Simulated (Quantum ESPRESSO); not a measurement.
# TaMo2C3 (P-3m1) in Quantum ESPRESSO: settings compared

One crystal, TaMo2C3, is run at these levels: LDA, r2SCAN; tasks: single point, equation of state, band structure.

All numbers are computed with Quantum ESPRESSO 7.5; they aren't measurements. Logs are shortened: lines on timing, memory, paths and dates and some standing lists are left out, and cuts for length are marked.

### Step 1. The structure

It takes space group P-3m1 (No. 164, trigonal). The conventional cell has a = 3.117 Å, b = 3.117 Å, c = 7.686 Å, α = 90.00°, β = 90.00°, γ = 120.00°. Ta (site symmetry -3m) has 6 C at 2.21 Å as nearest neighbours. Mo (site symmetry 3m) is surrounded by 6 C at 2.19 to 2.22 Å. Around C (site symmetry 3m) lie 3 Mo at 2.19 Å and 3 Ta at 2.21 Å. C (site symmetry -3m) has 6 Mo at 2.22 Å as nearest neighbours.

The cell comes from a database or a generator and needn't be the stable form of this composition.

### Step 2. Single point, LDA, 10.13 Å³/atom

File pw.in:

```
&CONTROL
  calculation = 'scf'
  prefix = 'pwscf'
  outdir = './tmp'
  pseudo_dir = './pseudo'
  tstress = .true.
  disk_io = 'nowf'
/
&SYSTEM
  ibrav = 0
  nat = 6
  ntyp = 3
  ecutwfc = 56
  ecutrho = 448
  nbnd = 36
  occupations = 'smearing'
  smearing = 'fd'
  degauss = 0.00367493
/
&ELECTRONS
  conv_thr = 1.2d-09
  electron_maxstep = 120
  mixing_beta = 0.5
/
ATOMIC_SPECIES
Ta   180.9479 ta_lda_v1.uspp.F.UPF
Mo    95.9500 mo_lda_v1.uspp.F.UPF
C     12.0110 c_lda_v1.2.uspp.F.UPF
CELL_PARAMETERS angstrom
   3.0530133736    0.0000000000    0.0000000000
  -1.5265066868    2.6439871397    0.0000000000
   0.0000000000    0.0000000000    7.5294083808
ATOMIC_POSITIONS crystal
Ta     0.0000000000    0.0000000000    0.0000000000
Mo     0.6666666667    0.3333333333    0.3307700000
Mo     0.3333333333    0.6666666667    0.6692300000
C      0.6666666667    0.3333333333    0.8320790000
C      0.3333333333    0.6666666667    0.1679210000
C      0.0000000000    0.0000000000    0.5000000000
K_POINTS automatic
10 10 4 0 0 0
```

Potentials or basis: GBRV 1.5 LDA.

Launch:

```console
OMP_NUM_THREADS=1 mpirun -n 2 pw.x -nk 2 -in pw.in > pw.out
```

pw.out:

```text
This program is part of the open-source Quantum ESPRESSO suite
     for quantum simulation of materials; please cite
[... 13 lines left out ...]
     --------------------
     sticks:   dense  smooth     PW     G-vecs:    dense   smooth      PW
     Sum        1039     511    151                65861    23269    3787

     Using Slab Decomposition

     bravais-lattice index     =            0
     lattice parameter (alat)  =       5.7694  a.u.
     unit-cell volume          =     410.1526 (a.u.)^3
     number of atoms/cell      =            6
     number of atomic types    =            3
     number of electrons       =        53.00
     number of Kohn-Sham states=           36
     kinetic-energy cutoff     =      56.0000  Ry
     charge density cutoff     =     448.0000  Ry
     scf convergence threshold =      1.2E-09
     mixing beta               =       0.5000
     number of iterations used =            8  plain     mixing
     Exchange-correlation= SLA  PZ   NOGX NOGC
                           (   1   1   0   0   0   0   0)

     celldm(1)=   5.769359  celldm(2)=   0.000000  celldm(3)=   0.000000
     celldm(4)=   0.000000  celldm(5)=   0.000000  celldm(6)=   0.000000

     crystal axes: (cart. coord. in units of alat)
               a(1) = (   1.000000   0.000000   0.000000 )
               a(2) = (  -0.500000   0.866025   0.000000 )
               a(3) = (   0.000000   0.000000   2.466222 )

     reciprocal axes: (cart. coord. in units 2 pi/alat)
               b(1) = (  1.000000  0.577350 -0.000000 )
               b(2) = (  0.000000  1.154701  0.000000 )
               b(3) = (  0.000000 -0.000000  0.405479 )

     PseudoPot. # 1 for Ta read from file:
     ta_lda_v1.uspp.F.UPF
     Pseudo is Ultrasoft + core correction, Zval = 13.0
     Generated by new atomic code, or converted to UPF format
     Using radial grid of  921 points,  7 beta functions with:
                l(1) =   0
                l(2) =   0
                l(3) =   1
                l(4) =   1
                l(5) =   2
                l(6) =   2
                l(7) =   3
     Q(r) pseudized with  6 coefficients,  rinner =    1.300   1.300   1.300
                                                       1.300   1.300   1.300
                                                       1.300

     PseudoPot. # 2 for Mo read from file:
     mo_lda_v1.uspp.F.UPF
     Pseudo is Ultrasoft + core correction, Zval = 14.0
     Generated by new atomic code, or converted to UPF format
     Using radial grid of  889 points,  6 beta functions with:
                l(1) =   0
                l(2) =   0
                l(3) =   1
                l(4) =   1
                l(5) =   2
                l(6) =   2
     Q(r) pseudized with  6 coefficients,  rinner =    1.000   1.000   1.000
                                                       1.000   1.000

     PseudoPot. # 3 for C  read from file:
     c_lda_v1.2.uspp.F.UPF
     Pseudo is Ultrasoft + core correction, Zval =  4.0
     Generated by new atomic code, or converted to UPF format
     Using radial grid of  721 points,  4 beta functions with:
                l(1) =   0
                l(2) =   0
                l(3) =   1
                l(4) =   1
     Q(r) pseudized with  8 coefficients,  rinner =    1.100   1.100   1.100

     atomic species   valence    mass     pseudopotential
     Ta               13.00   180.94790     Ta( 1.00)
     Mo               14.00    95.95000     Mo( 1.00)
     C                 4.00    12.01100     C ( 1.00)

     12 Sym. Ops., with inversion, found

   Cartesian axes

     site n.     atom                  positions (alat units)
         1        Ta     tau(   1) = (   0.0000000   0.0000000   0.0000000  )
         2        Mo     tau(   2) = (   0.5000000   0.2886751   0.8157522  )
         3        Mo     tau(   3) = (  -0.0000000   0.5773503   1.6504697  )
         4        C      tau(   4) = (   0.5000000   0.2886751   2.0520914  )
         5        C      tau(   5) = (  -0.0000000   0.5773503   0.4141304  )
         6        C      tau(   6) = (   0.0000000   0.0000000   1.2331109  )

     number of k points=    50  Fermi-Dirac smearing, width (Ry)=  0.0037
                       cart. coord. in units 2pi/alat
        k(    1) = (   0.0000000   0.0000000   0.0000000), wk =   0.0050000
        k(    2) = (   0.0000000   0.0000000   0.1013696), wk =   0.0100000
        k(    3) = (   0.0000000   0.0000000  -0.2027393), wk =   0.0050000
        k(    4) = (   0.0000000   0.1154701   0.0000000), wk =   0.0300000
        k(    5) = (   0.0000000   0.1154701   0.1013696), wk =   0.0300000
        k(    6) = (   0.0000000   0.1154701  -0.2027393), wk =   0.0300000
[... 42 lines left out ...]
        k(   49) = (  -0.1000000   0.5196152  -0.1013696), wk =   0.0600000
        k(   50) = (  -0.2000000   0.4618802  -0.1013696), wk =   0.0600000

     Dense  grid:    65861 G-vectors     FFT dimensions: (  40,  40,  96)

     Smooth grid:    23269 G-vectors     FFT dimensions: (  27,  27,  72)

     Initial potential from superposition of free atoms

     starting charge      52.9973, renormalised to      53.0000

     negative rho (up, down):  9.087E-02 0.000E+00
     Starting wfcs are   51 randomized atomic wfcs

     Self-consistent Calculation

     iteration #  1     ecut=    56.00 Ry     beta= 0.50
     Davidson diagonalization with overlap
     ethr =  1.00E-02,  avg # of iterations =  2.0

     negative rho (up, down):  9.418E-02 0.000E+00

     total energy              =    -454.93559811 Ry
     estimated scf accuracy    <       1.63848509 Ry

     iteration #  2     ecut=    56.00 Ry     beta= 0.50
     Davidson diagonalization with overlap
     ethr =  3.09E-03,  avg # of iterations =  2.9
[... 78 lines left out ...]
     iteration # 11     ecut=    56.00 Ry     beta= 0.50
     Davidson diagonalization with overlap
     ethr =  1.18E-10,  avg # of iterations =  2.0

     negative rho (up, down):  9.793E-02 0.000E+00

     End of self-consistent calculation

          k = 0.0000 0.0000 0.0000 (  2853 PWs)   bands (ev):

   -47.5103 -40.7454 -40.7041 -15.1506 -14.9502 -14.6667 -14.6667 -14.6353
   -14.6353 -14.1229 -13.7921 -13.7921   6.4060   8.9828   9.2173  14.0654
    14.3346  15.6237  15.6237  15.6726  15.6726  18.8081  18.8511  18.8511
    20.5241  20.5881  20.5881  20.6046  20.6046  20.8553  20.8553  22.2169
    22.2544  22.2544  22.9204  27.5197

          k = 0.0000 0.0000 0.1014 (  2878 PWs)   bands (ev):
[... 105 lines left out ...]
   -47.4663 -40.6735 -40.6551 -15.2574 -15.1770 -14.9555 -14.8463 -14.8110
   -14.7412 -14.4165 -14.0914 -13.9436   8.5315   8.9600  10.1083  13.0607
    14.8871  15.0268  15.1656  15.2009  16.0384  16.1648  16.9478  18.0792
    18.8929  19.9070  21.6876  22.2467  22.3301  23.3237  23.3377  23.4001
    24.9032  25.0547  26.1091  26.5162

          k = 0.0000-0.5774 0.0000 (  2926 PWs)   bands (ev):

   -47.4616 -40.6648 -40.6510 -15.2881 -15.2549 -14.9786 -14.8316 -14.7936
   -14.7459 -14.4747 -14.0958 -13.9601   8.1706   9.9571   9.9693  13.0684
    13.4415  15.4061  15.4405  15.6834  15.7174  15.8620  16.4493  19.2720
    19.3340  20.6423  21.5864  22.1851  22.2147  22.7355  23.1098  23.4779
    24.9336  25.3239  27.0677  27.5737

          k = 0.0000-0.5774 0.1014 (  2914 PWs)   bands (ev):

   -47.4616 -40.6648 -40.6510 -15.3039 -15.2382 -14.9537 -14.8286 -14.8259
   -14.7493 -14.4732 -14.0909 -13.9597   8.2972   9.2924  10.5942  12.5221
    14.2434  15.0917  15.1896  15.7118  15.8422  16.2187  16.5062  18.7060
    19.2305  20.0280  22.1563  22.1714  22.4863  23.2054  23.2402  23.5841
    24.9147  25.3773  26.4808  27.0232

          k = 0.0000-0.5774-0.2027 (  2916 PWs)   bands (ev):

   -47.4616 -40.6648 -40.6510 -15.3148 -15.2253 -14.9046 -14.8825 -14.8253
   -14.7529 -14.4724 -14.0860 -13.9593   8.5611   8.8340  10.8980  12.2324
    14.9386  15.0153  15.2393  15.2626  15.9191  15.9690  17.3690  17.7690
    19.3837  19.4447  22.1403  22.5178  22.5566  23.2745  23.7909  24.3046
    24.8083  25.3290  25.4317  26.8312

          k = 0.1000 0.1732 0.0000 (  2891 PWs)   bands (ev):

   -47.4973 -40.7249 -40.6889 -15.1135 -14.9567 -14.7959 -14.7787 -14.7066
   -14.6737 -14.1146 -13.9900 -13.8432   7.1426   9.1710   9.2749  13.8676
    14.0862  15.7228  15.7253  16.1224  16.1275  17.1365  17.3663  17.5353
    19.2138  20.1610  20.2727  20.6152  21.6471  22.4431  22.4671  23.2070
    23.3588  23.9679  24.8482  25.6563
[... 211 lines left out ...]
   -47.4663 -40.6735 -40.6551 -15.2407 -15.1909 -14.9581 -14.8506 -14.8137
   -14.7381 -14.4140 -14.0898 -13.9440   8.3304   9.4751   9.7541  13.4156
    14.1682  15.2212  15.4558  15.5317  15.8067  16.1060  16.1475  18.9056
    18.9305  20.6859  21.7265  21.7780  22.1363  22.6652  22.9859  23.3669
    24.7597  24.9948  26.6171  27.5056

          k =-0.1000 0.2887-0.1014 (  2901 PWs)   bands (ev):

   -47.4837 -40.7031 -40.6733 -15.0927 -15.0104 -14.9630 -14.8143 -14.7610
   -14.7164 -14.1736 -14.1071 -13.9034   8.1180   8.6807   9.6514  13.8147
    14.4857  15.2982  15.7068  15.8271  16.2157  16.3484  16.6513  17.2988
    19.1559  19.9216  20.9453  21.5037  22.0925  22.4610  22.7417  23.3748
    24.3152  24.4868  25.2523  25.9174

          k =-0.1000 0.4041-0.1014 (  2908 PWs)   bands (ev):

   -47.4701 -40.6802 -40.6588 -15.1667 -15.1338 -14.9797 -14.8573 -14.8032
   -14.7572 -14.3415 -14.0935 -13.9631   8.5436   9.2512   9.4971  13.9284
    14.2836  14.9980  15.4321  15.7815  15.8708  16.0004  16.1264  18.0219
    19.0010  20.8266  21.3748  21.9515  22.1407  22.5494  22.9749  23.6231
    24.4394  25.1217  25.9010  26.7980

          k =-0.1000 0.5196-0.1014 (  2910 PWs)   bands (ev):

   -47.4616 -40.6648 -40.6510 -15.2676 -15.2112 -14.9408 -14.8822 -14.8209
   -14.7814 -14.4394 -14.0880 -13.9999   8.4416   9.4003  10.2165  12.9192
    14.3072  15.1359  15.4389  15.7477  15.7605  15.9304  16.1756  18.0732
    19.4352  20.7399  21.8835  22.1518  22.5176  22.9056  23.3598  23.6113
    24.6299  25.2241  26.6618  27.0552

          k =-0.2000 0.4619-0.1014 (  2905 PWs)   bands (ev):

   -47.4616 -40.6648 -40.6510 -15.1927 -15.1613 -14.9621 -14.9245 -14.8504
   -14.8109 -14.3712 -14.0990 -14.0726   8.9168   9.3091   9.7663  13.4551
    14.6666  14.8676  15.3920  15.7680  15.7865  15.8694  16.0586  17.0424
    19.6748  21.1000  21.6491  21.9960  22.5182  22.9656  23.3302  23.9829
    25.1025  25.3355  25.9554  26.5021

     the Fermi energy is    21.0705 ev

!    total energy              =    -455.58763793 Ry
     estimated scf accuracy    <          1.1E-09 Ry
     smearing contrib. (-TS)   =      -0.00147247 Ry
     internal energy E=F+TS    =    -455.58616547 Ry

     The total energy is F=E-TS. E is the sum of the following terms:
     one-electron contribution =     -29.15987510 Ry
     hartree contribution      =      50.19634519 Ry
     xc contribution           =     -91.75497899 Ry
     ewald contribution        =    -384.86765657 Ry

     convergence has been achieved in  11 iterations

     Computing stress (Cartesian axis) and pressure

     negative rho (up, down):  9.793E-02 0.000E+00
          total   stress  (Ry/bohr**3)                   (kbar)     P=       46.37
   0.00034885  -0.00000000   0.00000000           51.32       -0.00        0.00
  -0.00000000   0.00034885  -0.00000000           -0.00       51.32       -0.00
   0.00000000   0.00000000   0.00024794            0.00        0.00       36.47

=------------------------------------------------------------------------------=
   JOB DONE.
=------------------------------------------------------------------------------=
```

It took 36 s on 2 MPI ranks of AMD EPYC 9R45 (Zen 5), shared host; peak memory 0.64 GiB.

Results:

```
Free energy            : -6198.5856 eV
Pressure               : 4.6 GPa
Band gap on the k mesh : none (metal or under the smearing width)
```

### Step 3. Single point, LDA, 10.35 Å³/atom

Edit pw.in of step 2 so:

```diff
@@ -29,5 +29,5 @@
 CELL_PARAMETERS angstrom
-   3.0530133736    0.0000000000    0.0000000000
-  -1.5265066868    2.6439871397    0.0000000000
-   0.0000000000    0.0000000000    7.5294083808
+   3.0745141762    0.0000000000    0.0000000000
+  -1.5372570881    2.6626073809    0.0000000000
+   0.0000000000    0.0000000000    7.5824341305
 ATOMIC_POSITIONS crystal
```

Potentials or basis: GBRV 1.5 LDA.

Launch:

```console
OMP_NUM_THREADS=1 mpirun -n 2 pw.x -nk 2 -in pw.in > pw.out
```

Wall time 40 s (2 MPI ranks of AMD EPYC 9R45 (Zen 5), shared host); peak memory 0.66 GiB.

It converged, with:

```
Free energy            : -6198.5915 eV
Pressure               : -3.2 GPa
Band gap on the k mesh : none (metal or under the smearing width)
```

### Step 4. Single point, LDA, 10.56 Å³/atom

Edit pw.in of step 3 so:

```diff
@@ -29,5 +29,5 @@
 CELL_PARAMETERS angstrom
-   3.0745141762    0.0000000000    0.0000000000
-  -1.5372570881    2.6626073809    0.0000000000
-   0.0000000000    0.0000000000    7.5824341305
+   3.0957183923    0.0000000000    0.0000000000
+  -1.5478591962    2.6809707707    0.0000000000
+   0.0000000000    0.0000000000    7.6347284322
 ATOMIC_POSITIONS crystal
```

Launch:

```console
OMP_NUM_THREADS=1 mpirun -n 2 pw.x -nk 2 -in pw.in > pw.out
```

Run time: 40 s. Hardware: 2 MPI ranks of AMD EPYC 9R45 (Zen 5), shared host; peak memory 0.68 GiB.

Results (log left out):

* Free energy: -6198.5378 eV
* Pressure: -10.1 GPa
* Band gap on the k mesh: none (metal or under the smearing width)

### Step 5. Single point, LDA, 10.78 Å³/atom

Edit pw.in of step 4 so:

```diff
@@ -29,5 +29,5 @@
 CELL_PARAMETERS angstrom
-   3.0957183923    0.0000000000    0.0000000000
-  -1.5478591962    2.6809707707    0.0000000000
-   0.0000000000    0.0000000000    7.6347284322
+   3.1166360430    0.0000000000    0.0000000000
+  -1.5583180215    2.6990859876    0.0000000000
+   0.0000000000    0.0000000000    7.6863160000
 ATOMIC_POSITIONS crystal
```

Launch:

```console
OMP_NUM_THREADS=1 mpirun -n 2 pw.x -nk 2 -in pw.in > pw.out
```

Wall time 42 s (2 MPI ranks of AMD EPYC 9R45 (Zen 5), shared host); peak memory 0.68 GiB.

The run converged. Its results:

* Free energy: -6198.4309 eV
* Pressure: -16.4 GPa
* Band gap on the k mesh: none (metal or under the smearing width)

### Step 6. Single point, LDA, 10.99 Å³/atom

Edit pw.in of step 5 so:

```diff
@@ -29,5 +29,5 @@
 CELL_PARAMETERS angstrom
-   3.1166360430    0.0000000000    0.0000000000
-  -1.5583180215    2.6990859876    0.0000000000
-   0.0000000000    0.0000000000    7.6863160000
+   3.1372766183    0.0000000000    0.0000000000
+  -1.5686383092    2.7169612502    0.0000000000
+   0.0000000000    0.0000000000    7.7372202385
 ATOMIC_POSITIONS crystal
```

Potentials or basis: GBRV 1.5 LDA.

Launch:

```console
OMP_NUM_THREADS=1 mpirun -n 2 pw.x -nk 2 -in pw.in > pw.out
```

Wall time 44 s (2 MPI ranks of AMD EPYC 9R45 (Zen 5), shared host); peak memory 0.68 GiB.

The run converged. Its results:

* Free energy: -6198.2763 eV
* Pressure: -22.0 GPa
* Band gap on the k mesh: none (metal or under the smearing width)

### Step 7. Single point, LDA, 11.21 Å³/atom

Edit pw.in of step 6 so:

```diff
@@ -29,5 +29,5 @@
 CELL_PARAMETERS angstrom
-   3.1372766183    0.0000000000    0.0000000000
-  -1.5686383092    2.7169612502    0.0000000000
-   0.0000000000    0.0000000000    7.7372202385
+   3.1576491153    0.0000000000    0.0000000000
+  -1.5788245576    2.7346043501    0.0000000000
+   0.0000000000    0.0000000000    7.7874633361
 ATOMIC_POSITIONS crystal
```

Launch:

```console
OMP_NUM_THREADS=1 mpirun -n 2 pw.x -nk 2 -in pw.in > pw.out
```

Run time: 46 s. Hardware: 2 MPI ranks of AMD EPYC 9R45 (Zen 5), shared host; peak memory 0.7 GiB.

It converged, with:

| Property | Result |
| --- | --- |
| Free energy | -6198.0789 eV |
| Pressure | -27.0 GPa |
| Band gap on the k mesh | none (metal or under the smearing width) |

### Step 8. Single point, LDA, 11.42 Å³/atom

Edit pw.in of step 7 so:

```diff
@@ -29,5 +29,5 @@
 CELL_PARAMETERS angstrom
-   3.1576491153    0.0000000000    0.0000000000
-  -1.5788245576    2.7346043501    0.0000000000
-   0.0000000000    0.0000000000    7.7874633361
+   3.1777620723    0.0000000000    0.0000000000
+  -1.5888810361    2.7520226818    0.0000000000
+   0.0000000000    0.0000000000    7.8370663508
 ATOMIC_POSITIONS crystal
```

Launch:

```console
OMP_NUM_THREADS=1 mpirun -n 2 pw.x -nk 2 -in pw.in > pw.out
```

It took 47 s on 2 MPI ranks of AMD EPYC 9R45 (Zen 5), shared host; peak memory 0.72 GiB.

The run converged. Its results:

```yaml
Free_energy: -6197.8434 eV
Pressure: -31.4 GPa
Band_gap_on_the_k_mesh: none (metal or under the smearing width)
```

Caveat: the cell as given lies far from equilibrium.

### Step 9. Equation of state, LDA

Potentials or basis: GBRV 1.5 LDA.

This step only gathers the single runs of the series.

What came out:

* Equilibrium volume: 10.26 Å³/atom
* Bulk modulus at fixed shape and positions: 367 GPa
* Pressure derivative of the bulk modulus: 4.3

Energy against volume, from the lowest point:
| volume (Å³/atom) | energy (meV/atom) |
| --- | --- |
| 10.130 | 0.98 |
| 10.345 | 0.00 |
| 10.561 | 8.94 |
| 10.776 | 26.77 |
| 10.992 | 52.54 |
| 11.207 | 85.44 |
| 11.423 | 124.69 |

Caveat: the cell was scaled at fixed shape and fractional positions, which overstates the stiffness of a crystal with free parameters, most of all of layers and chains.

(Part 1 of 2 ends here.)
